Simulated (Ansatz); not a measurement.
Which YAML input does this script hand to the engine? (Ansatz's Python interface)

Script `run_energy.py`:
```python
'''Single point of C5H8Ge.'''

from dataclasses import dataclass

import ansatz as az
import numpy as np


@dataclass(frozen=True)
class Options:
    basis_set: str = 'def2-SVP'
    xc: str = 'pbe0'


cfg = Options()


def main() -> None:
    system = (
        az.Crystal.molecule()
        .atom('C', [2.8684, -0.1796, 0.2456])
        .atom('C', [1.685, -0.4014, 0.3084])
        .atom('C', [0.2401, -0.6725, 0.3853])
        .atom('C', [-0.5371, 0.4867, 1.0203])
        .atom('Ge', [-1.6153, 0.8429, -0.5498])
        .atom('C', [-0.4348, -0.6289, -0.9908])
        .atom('H', [3.907, 0.0152, 0.1903])
        .atom('H', [0.0435, -1.6335, 0.9084])
        .atom('H', [0.0907, 1.3666, 1.2813])
        .atom('H', [-1.1671, 0.1485, 1.8702])
        .atom('H', [-3.0922, 0.4044, -0.3816])
        .atom('H', [-1.2262, 2.163, -1.2623])
        .atom('H', [0.2488, -0.3563, -1.8245])
        .atom('H', [-1.0108, -1.5551, -1.2007])
    )

    setup = (
        system.calculation()
        .basis(gaussian=cfg.basis_set)
        .functional(cfg.xc)
        .forces()
    )
    rep = setup.session().plan(threads=1).execute().report

    for key in ('converged', 'free_energy_ev', 'reference_energy_ev', 'n_frozen', 'n_occupied', 'n_virtual'):
        print(f'{key:22s} {rep[key]}')

    state = rep['mean_field']['state']
    print(f'mean field: {state["energy"]["hartree"]:.7f} Ha, <S^2> = {abs(state["spin_squared"]):.4f}, stability: {state.get("stability", {}).get("kind")}')

    symbols = [site.symbol for site in system.cartesian_sites]
    forces = np.array(rep['forces_ev_ang'])
    print('largest force', round(float(np.linalg.norm(forces, axis=1).max()), 4), 'eV/A, rms', round(float(np.sqrt((forces ** 2).mean())), 4))

    charges = rep['charge_distribution']
    print('dipole moment', round(4.803205 * float(np.linalg.norm(charges['dipole_moment_e_ang'])), 3), 'D')
    print('Mulliken:', [(s, round(q, 3)) for s, q in zip(symbols, charges['mulliken_charges_e'])])


if __name__ == '__main__':
    main()
```

`python run_energy.py` gives:
```text
converged              True
free_energy_ev         -61805.98732303923
reference_energy_ev    -61805.98732303923
n_frozen               0
n_occupied             [35, 35]
n_virtual              [107, 107]
mean field: -2271.3281405 Ha, <S^2> = 0.0000, stability: minimum
largest force 2.297 eV/A, rms 0.6041
dipole moment 0.81 D
Mulliken: [('C', -0.463), ('C', 0.361), ('C', -0.198), ('C', -0.135), ('Ge', 0.283), ('C', -0.135), ('H', 0.027), ('H', 0.071), ('H', 0.078), ('H', 0.069), ('H', -0.054), ('H', -0.05), ('H', 0.078), ('H', 0.069)]
```

`input.yaml`:
```yaml
crystal:
  periodic: [false, false, false]
  atoms:
    - { symbol: C, position_ang: [2.8684, -0.1796, 0.2456] }
    - { symbol: C, position_ang: [1.685, -0.4014, 0.3084] }
    - { symbol: C, position_ang: [0.2401, -0.6725, 0.3853] }
    - { symbol: C, position_ang: [-0.5371, 0.4867, 1.0203] }
    - { symbol: Ge, position_ang: [-1.6153, 0.8429, -0.5498] }
    - { symbol: C, position_ang: [-0.4348, -0.6289, -0.9908] }
    - { symbol: H, position_ang: [3.907, 0.0152, 0.1903] }
    - { symbol: H, position_ang: [0.0435, -1.6335, 0.9084] }
    - { symbol: H, position_ang: [0.0907, 1.3666, 1.2813] }
    - { symbol: H, position_ang: [-1.1671, 0.1485, 1.8702] }
    - { symbol: H, position_ang: [-3.0922, 0.4044, -0.3816] }
    - { symbol: H, position_ang: [-1.2262, 2.163, -1.2623] }
    - { symbol: H, position_ang: [0.2488, -0.3563, -1.8245] }
    - { symbol: H, position_ang: [-1.0108, -1.5551, -1.2007] }
basis:
  gaussian:
    orbitals: def2-SVP
hamiltonian:
  xc: pbe0
output:
  forces: true
```

Reading the output:
- Total energies depend on the basis set; only differences at equal settings carry meaning.
- The geometry is a force-field or estimated start, not a minimum of this method, and the basis set is short of its limit.
- Timing: 10 s on 1 thread of Arm Neoverse V2, on a shared host, peak memory 0.43 GiB.

(A comment or docstring line of the script was reworded after the run, the code is as it ran; lines on the test bed's own set-up are left out of the output.)
